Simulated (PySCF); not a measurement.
**C₇H₉BO₂: NMR shifts**

What NMR shifts should C₇H₉BO₂ (`CB(C)c1ccc(=O)oc1`) show?

Computed with PySCF 2.14.0, with density-fitted response routines of our own, on a single molecule in the gas phase. Atoms count from 0, in the outputs and in this text.

## Step 1: Starting geometry

19 atoms, charge 0, multiplicity 1; geometry from: GFN2-xTB.

Bonds of the start (Å): C0–B1 1.58, B1–C2 1.58, B1–C3 1.56, C3–C4 1.44, C4–C5 1.35, C5–C6 1.44, C6–O7 1.20, C6–O8 1.39, O8–C9 1.33, C9–C3 1.36, C0–H10 1.09, C0–H11 1.09, C0–H12 1.09, C2–H13 1.09, C2–H14 1.09, C2–H15 1.09, C4–H16 1.08, C5–H17 1.08, C9–H18 1.08.

## Step 2: NMR shieldings: PBE0/pcSseg-1

The job: settings as JSON, then the geometry in Å.

```
{"job": {"kind": "nmr", "xc": "PBE0", "basis": "pcSseg-1"}, "charge": 0, "multiplicity": 1}
C     -1.864832    -1.704376    -0.075156
B     -1.206582    -0.316162     0.281569
C     -2.021775     0.804150     1.032347
C      0.279411    -0.034208    -0.111679
C      0.946467     1.206410     0.179804
C      2.232225     1.412544    -0.175211
C      2.996623     0.397653    -0.863479
O      4.142861     0.476852    -1.223739
O      2.313954    -0.781461    -1.123921
C      1.050071    -0.950724    -0.761138
H     -1.318295    -2.529972     0.378512
H     -1.846519    -1.885856    -1.148892
H     -2.899211    -1.786279     0.248116
H     -2.067744     1.717441     0.439582
H     -1.537919     1.079385     1.969159
H     -3.043453     0.518475     1.267144
H      0.396708     1.980514     0.693389
H      2.753580     2.333380     0.032443
H      0.684628    -1.928513    -1.046313
```

Level: GIAO PBE0/pcSseg-1 NMR shielding, non-relativistic, gas phase.

What will the session give for the following? 13C shifts against TMS (PBE0/pcSseg-1, means over atoms taken as alike); 1H shifts against TMS (PBE0/pcSseg-1, means over atoms taken as alike); 11B shifts against BF3·OEt2 (PBE0/pcSseg-1); 17O shifts against H2O (PBE0/pcSseg-1). Wanted: 13C shifts against TMS; 1H shifts against TMS; 11B shifts against BF3·OEt2; 17O shifts against H2O.

The runs gave:

| quantity | value |
| --- | --- |
| 13C shifts against TMS (PBE0/pcSseg-1, means over atoms taken as alike) | 173.1, 163.3, 153.5, 122.7, 121.4, 11.2 ppm |
| 1H shifts against TMS (PBE0/pcSseg-1, means over atoms taken as alike) | 8.33, 7.84, 6.42, 1.14 ppm |
| 11B shifts against BF3·OEt2 (PBE0/pcSseg-1) | 74.9 ppm |
| 17O shifts against H2O (PBE0/pcSseg-1) | 433.9, 318.4 ppm |

At PBE0/pcSseg-1: Shielding is most anisotropic at O7 (span 638 ppm, paramagnetic term -493 ppm).
